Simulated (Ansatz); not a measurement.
The same calculation of CH4ClSSi, SMILES C[SiH]([S])Cl as a Python script and as an input file (the Ansatz DFT code, driven from Python).

Script `ch4clssi.py`:
```python
'''Minimum-energy structure of CH4ClSSi.'''

import itertools

import ansatz as az
from ase import Atoms
from ase.data import atomic_numbers, covalent_radii
import numpy as np
import pandas as pd


def main() -> None:
    atoms = Atoms(['C', 'Si', 'S', 'Cl', 'H', 'H', 'H', 'H'], positions=[
        (-0.1354, 0.9423, -0.1243),
        (0.0352, -0.815, 0.1901),
        (1.9888, -1.1912, 0.8482),
        (-0.2254, -1.857, -1.5355),
        (-1.1964, 1.1927, -0.5061),
        (-0.0229, 1.5988, 0.7668),
        (0.5373, 1.3531, -0.8965),
        (-0.889, -1.2809, 1.2015),
    ])
    mol = az.Crystal.molecule_from_ase(atoms)

    job = mol.calculation()
    job = job.basis(gaussian='def2-SVP')
    job = job.functional('b3lyp')
    job = job.spin('collinear', total=1)
    symbols = [site.symbol for site in mol.cartesian_sites]
    start = np.array([site.position_ang for site in mol.cartesian_sites], dtype=float)
    def progress(event):
        if event['event'] == 'relax_step':
            row = event['data']
            print(f'step {row["step"]:3d}  E = {row["lagrangian_ev"]:.6f} eV  largest force component {row["allowed_force_max_ev_ang"]:.4f} eV/A')


    rep = job.relax(force_tolerance=0.005).session().plan().execute(on_event=progress).report
    end = np.array(rep['positions_ang'])

    print(f'E = {rep["free_energy_ev"]:.6f} eV = {rep["free_energy_ev"] / 27.211386246:.7f} Ha')
    print('converged:', rep['converged'], ' doubts:', rep['published_state_doubts'] or 'none')

    # pairs closer than 1.2 times the sum of covalent radii, before or after
    radius = [covalent_radii[atomic_numbers[s]] for s in symbols]
    span = lambda where, i, j: np.linalg.norm(where[i] - where[j])
    bonded = [(i, j) for i, j in itertools.combinations(range(len(symbols)), 2) if min(span(start, i, j), span(end, i, j)) < 1.2 * (radius[i] + radius[j])]
    print('pair        before    after (A)')
    for i, j in bonded:
        print(f'{symbols[i]}{i}-{symbols[j]}{j}'.ljust(10), f'{span(start, i, j):8.4f} {span(end, i, j):8.4f}')

    charges = rep['charge_distribution']
    table = pd.DataFrame({'atom': symbols, 'mulliken': charges['mulliken_charges_e'], 'lowdin': charges['lowdin_charges_e']})
    print(table.round(3).to_string())
    print('dipole (e A):', np.round(charges['dipole_moment_e_ang'], 4) + 0.0)
    with open('ch4clssi_opt.xyz', 'w') as handle:
        handle.write(f'{len(symbols)}\nrelaxed CH4ClSSi\n')
        handle.writelines(f'{s:2s} {x:11.6f} {y:11.6f} {z:11.6f}\n' for s, (x, y, z) in zip(symbols, end))


if __name__ == '__main__':
    main()
```

```console
$ python ch4clssi.py
step   1  E = -32329.732389 eV  largest force component 2.8621 eV/A
step   2  E = -32329.927855 eV  largest force component 1.3335 eV/A
step   3  E = -32329.971893 eV  largest force component 0.3325 eV/A
step   4  E = -32329.976244 eV  largest force component 0.0351 eV/A
step   5  E = -32329.976464 eV  largest force component 0.0125 eV/A
step   6  E = -32329.976483 eV  largest force component 0.0037 eV/A
E = -32329.976706 eV = -1188.1047299 Ha
converged: True  doubts: none
pair        before    after (A)
C0-Si1       1.7933   1.8775
C0-H4        1.1551   1.1018
C0-H5        1.1125   1.1010
C0-H6        1.1034   1.1009
Si1-S2       2.0955   2.1371
Si1-Cl3      2.0326   2.0898
Si1-H7       1.4471   1.4890
  atom  mulliken  lowdin
0    C    -0.240  -0.123
1   Si     0.546   0.010
2    S    -0.170   0.097
3   Cl    -0.260   0.039
4    H     0.064   0.020
5    H     0.062   0.020
6    H     0.064   0.019
7    H    -0.065  -0.083
dipole (e A): [-0.1467  0.354   0.1314]
```

`input.yaml`:
```yaml
crystal:
  periodic: [false, false, false]
  atoms:
    - { symbol: C, position_ang: [-0.1354, 0.9423, -0.1243] }
    - { symbol: Si, position_ang: [0.0352, -0.815, 0.1901] }
    - { symbol: S, position_ang: [1.9888, -1.1912, 0.8482] }
    - { symbol: Cl, position_ang: [-0.2254, -1.857, -1.5355] }
    - { symbol: H, position_ang: [-1.1964, 1.1927, -0.5061] }
    - { symbol: H, position_ang: [-0.0229, 1.5988, 0.7668] }
    - { symbol: H, position_ang: [0.5373, 1.3531, -0.8965] }
    - { symbol: H, position_ang: [-0.889, -1.2809, 1.2015] }
basis:
  gaussian:
    orbitals: def2-SVP
hamiltonian:
  xc: b3lyp
magnetization:
  spin_polarized: true
  initial_magnetization: 1.0
relax:
  f_tol: 0.005
```

Caveats:
- Total energies depend on the basis set; only differences at equal settings carry meaning.
- The end point is the stationary point reached from this start; no frequency run checks that it is a minimum, and the basis set is modest.
- The run takes the species as open-shell (spin multiplicity 2), which needn't be its ground state.
- The Löwdin charges here are taken after orthogonalising the functions within each atom; they differ from plain Löwdin charges, and their signs can be unphysical.
- b3lyp holds the VWN-RPA fit, as in Gaussian; the form of ORCA and Turbomole is b3lyp5.
- Hardware and time: 87 s on 1 thread of Arm Neoverse V1 (shared host), peak memory 0.4 GiB.
